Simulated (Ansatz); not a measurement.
# Zn2GeO3: the cost of one run

Method: DFT PBE, scalar-relativistic, plane waves, PAW, in Ansatz 0.2.0.

1 further run of the same task is left out (it didn't finish).

### Step 1. Starting point

The structure is hexagonal, space group P6/mmm (No. 191). The conventional cell has a = 4.876 Å, b = 4.876 Å, c = 3.488 Å, α = 90.00°, β = 90.00°, γ = 120.00°. Around Zn (site symmetry -6m2) lie 6 O at 2.24 Å. Ge (site symmetry 6/mmm) is surrounded by 6 Zn at 2.82 Å and 12 O at 3.00 Å. Around O (site symmetry mmm) lie 4 Zn at 2.24 Å and 4 Ge at 3.00 Å.

As a file:

```cif
data_structure
_symmetry_space_group_name_H-M 'P6/mmm'
_symmetry_Int_Tables_number 191
_cell_length_a 4.8762
_cell_length_b 4.8762
_cell_length_c 3.4877
_cell_angle_alpha 90.000
_cell_angle_beta 90.000
_cell_angle_gamma 120.000
_cell_volume 71.82
loop_
_atom_site_label
_atom_site_type_symbol
_atom_site_symmetry_multiplicity
_atom_site_Wyckoff_symbol
_atom_site_fract_x
_atom_site_fract_y
_atom_site_fract_z
_atom_site_occupancy
Zn1 Zn 2 c 0.33333 0.66667 0.00000 1
Ge1 Ge 1 a 0.00000 0.00000 0.00000 1
O1 O 3 g 0.50000 0.00000 0.50000 1
```

A structure generator made this guess: species swapped into a database cell of NdGa2Pt3 (P6/mmm, No. 191), with Ge on the Nd sites, Zn on the Ga sites and O on the Pt sites. Lengths come from tabulated atomic sizes and are only a guess.

### Step 2. Probe: one point on a coarse mesh

input.yaml reads:

```yaml
crystal:
  lattice:
    - [4.87622334, 0.0, 0.0]
    - [-2.43811167, 4.22293329, 0.0]
    - [0.0, 0.0, 3.48770423]
  atoms:
    - { symbol: Zn, position: [0.33333333, 0.66666667, 0.0] }
    - { symbol: Zn, position: [0.66666667, 0.33333333, 0.0] }
    - { symbol: Ge, position: [0.0, 0.0, 0.0] }
    - { symbol: O, position: [0.5, 0.0, 0.5] }
    - { symbol: O, position: [0.0, 0.5, 0.5] }
    - { symbol: O, position: [0.5, 0.5, 0.5] }
basis:
  ecutwfc: 420
kpoints:
  mp_grid: { grid: [6, 6, 6] }
hamiltonian:
  xc: pbe
scf:
  occupations: { method: gaussian, width: 0.1 }
  lower_state_search: "off"
output:
  forces: true
  stress: true
  eigenvalues: true
```

Launch:

```console
$ ansatz run input.yaml --threads 1 --pin off --max-ram 2560MiB --backend cpu --events-out ev --progress --plain --runs-dir out
```

Q: Estimate wall time and peak memory on 1 thread of Intel Xeon Platinum 8488C (Sapphire Rapids), shared host.

About 2.8 s, with a peak of 0.43 GiB.
